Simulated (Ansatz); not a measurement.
# CH5ClFNSi: a ladder of functionals and wavefunction methods

How much do the methods differ for CH5ClFNSi? The plan is to run it at one geometry with functionals of several rungs and with coupled cluster, and see how far each lands from CCSD(T) at the basis-set limit for the atomisation energy.

Program: Ansatz 0.2.0, Gaussian basis. Level of theory: functionals in def2-TZVPP, the program's frozen cores in correlated methods. These are calculated values, not measurements.

Levels to be run: PBE-D4, r2SCAN-D4, PBE0-D4, B3LYP-D4, ωB97X-V, ωB97M-V, B2PLYP; CCSD(T)/def2-TZVPP; MP2/def2-QZVPP; extrapolation to the limit.

**1. The relaxed structure**

The geometry comes from an earlier relaxation with PBE0-D4 in a triple-zeta def2 set; it is a stationary point, not always the lowest conformer.

SMILES `N[SiH](F)CCl`, 10 atoms, charge 0, spin multiplicity 1.

Atoms are counted from 1 here; the program's logs count them from 0.

Bond lengths: N1–Si2 1.689 Å, N1–H6 1.005 Å, N1–H7 1.005 Å, Si2–F3 1.607 Å, Si2–C4 1.873 Å, Si2–H8 1.477 Å, C4–Cl5 1.784 Å, C4–H9 1.091 Å, C4–H10 1.092 Å. Angles: Si2–N1–H6 123.9°, Si2–N1–H7 122.5°, H6–N1–H7 112.5°, N1–Si2–F3 113.8°, N1–Si2–C4 110.6°, N1–Si2–H8 108.7°, F3–Si2–C4 103.7°, F3–Si2–H8 106.8°, C4–Si2–H8 113.2°, Si2–C4–Cl5 110.5°, Si2–C4–H9 111.1°, Si2–C4–H10 111.9°, Cl5–C4–H9 107.7°, Cl5–C4–H10 107.8°, H9–C4–H10 107.7°.

**2. PBE-D4 (GGA)**

in.yaml reads:

```yaml
crystal:
  periodic: [false, false, false]
  atoms:
    - {symbol: N, position_ang: [-0.481783, -1.276894, -0.887170]}
    - {symbol: Si, position_ang: [0.095810, -0.513036, 0.503985]}
    - {symbol: F, position_ang: [1.542914, -1.029058, 0.973910]}
    - {symbol: C, position_ang: [0.356453, 1.315127, 0.192391]}
    - {symbol: Cl, position_ang: [-1.204550, 2.125477, -0.105267]}
    - {symbol: H, position_ang: [-0.161024, -1.067833, -1.816709]}
    - {symbol: H, position_ang: [-1.044947, -2.108429, -0.852345]}
    - {symbol: H, position_ang: [-0.837422, -0.787074, 1.615625]}
    - {symbol: H, position_ang: [0.821746, 1.797355, 1.052785]}
    - {symbol: H, position_ang: [0.995902, 1.493267, -0.674307]}
basis:
  gaussian: {orbitals: def2-TZVPP}
hamiltonian: {xc: pbe, dispersion: d4}
output: {forces: true, orbitals: {seedname: orbitals}}
```

Started as:

```sh
ansatz run in.yaml --threads 4 --pin off --events-out ev --progress --plain --max-ram 10444MiB
```

The runs that follow: r2SCAN-D4 (meta-GGA); PBE0-D4 (hybrid); B3LYP-D4 (hybrid); ωB97X-V (range-separated); ωB97M-V (range-separated); B2PLYP (double hybrid); CCSD(T) in def2-TZVPP; MP2 in def2-QZVPP.

**Question.** What will the summary of the whole plan be? Wanted: atomisation energy, CCSD(T)/CBS; farthest; mean size of error, hybrid; mean size of error, range-separated; gap, smallest and largest; T1 diagnostic; triples share of the correlation energy.

The runs gave:

| quantity | value |
| --- | --- |
| atomisation energy, CCSD(T)/CBS | 3618.7 kJ/mol |
| functionals within 18.1 kJ/mol (0.5 %) | r2SCAN-D4, B3LYP-D4, ωB97X-V, ωB97M-V |
| farthest | B2PLYP (-53.1 kJ/mol) |
| mean size of error, hybrid | 19.7 kJ/mol |
| mean size of error, range-separated | 7.9 kJ/mol |
| gap, smallest and largest | 5.97 eV (PBE-D4), 13.01 eV (ωB97X-V) |
| T1 diagnostic | 0.0103 |
| triples share of the correlation energy | 3.5 % |

PBE-D4 is off by +42.7 kJ/mol. Double hybrids carry the basis error of their MP2 part in triple zeta, and no dispersion term here, so their miss is partly the set-up's. Misses under about 18.1 kJ/mol are within the doubt on the reference itself, which lacks core-valence correlation, relativity and higher excitations. Hartree-Fock recovers 72 % of the binding; the rest is correlation. The gap grows from 6.0 to 13.0 eV across the functionals, mostly with the share of exact exchange.
